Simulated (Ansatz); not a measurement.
# Sn3TeW: the cost of one run

Computed with Ansatz 0.2.0 (DFT PBE, scalar-relativistic, plane waves, PAW, unless a step's input says otherwise).

1 further run of the same task is left out (it didn't finish).

### 1 The starting structure

Symmetry: P6/mmm, No. 191, hexagonal system. The conventional cell has a = 4.870 Å, b = 4.870 Å, c = 6.756 Å, α = 90.00°, β = 90.00°, γ = 120.00°. Around Sn (site symmetry mmm) lie 2 Te at 2.43 Å and 4 Sn at 2.43 Å. Te (site symmetry 6/mmm) has 6 Sn at 2.43 Å and 2 W at 3.38 Å as nearest neighbours. Around W (site symmetry 6/mmm) lie 2 Te at 3.38 Å.

As a file:

```xyz
5
Lattice="4.8698 0.0000 0.0000 -2.4349 4.2173 0.0000 0.0000 0.0000 6.7560" Properties=species:S:1:pos:R:3 pbc="T T T"
Sn    2.4349    0.0000    0.0000
Sn   -1.2174    2.1087    0.0000
Sn    1.2174    2.1087    0.0000
Te    0.0000    0.0000    0.0000
W     0.0000    0.0000    3.3780
```

Recipe of the guess: random cell by space group and Wyckoff sites (P6/mmm, No. 191). Its size is a rough estimate.

### 2 A first look at the guess

input.yaml

```yaml
crystal:
  lattice:
    - [4.86976146, 0.0, 0.0]
    - [-2.43488073, 4.21733714, 0.0]
    - [0.0, 0.0, 6.75599488]
  atoms:
    - { symbol: Sn, position: [0.5, 0.0, 0.0] }
    - { symbol: Sn, position: [0.0, 0.5, 0.0] }
    - { symbol: Sn, position: [0.5, 0.5, 0.0] }
    - { symbol: Te, position: [0.0, 0.0, 0.0] }
    - { symbol: W, position: [0.0, 0.0, 0.5] }
basis:
  ecutwfc: 420
kpoints:
  mp_grid: { grid: [6, 6, 4] }
hamiltonian:
  xc: pbe
scf:
  occupations: { method: gaussian, width: 0.1 }
  lower_state_search: "off"
output:
  forces: true
  stress: true
  eigenvalues: true
```

Launch:

```sh
> ansatz run input.yaml --threads 1 --pin off --max-ram 2560MiB --backend cpu --events-out ev --progress --plain --runs-dir out
```

What time and memory should one allow on 1 thread of Arm Neoverse N1, shared host?

About 16 s, with a peak of 0.45 GiB.
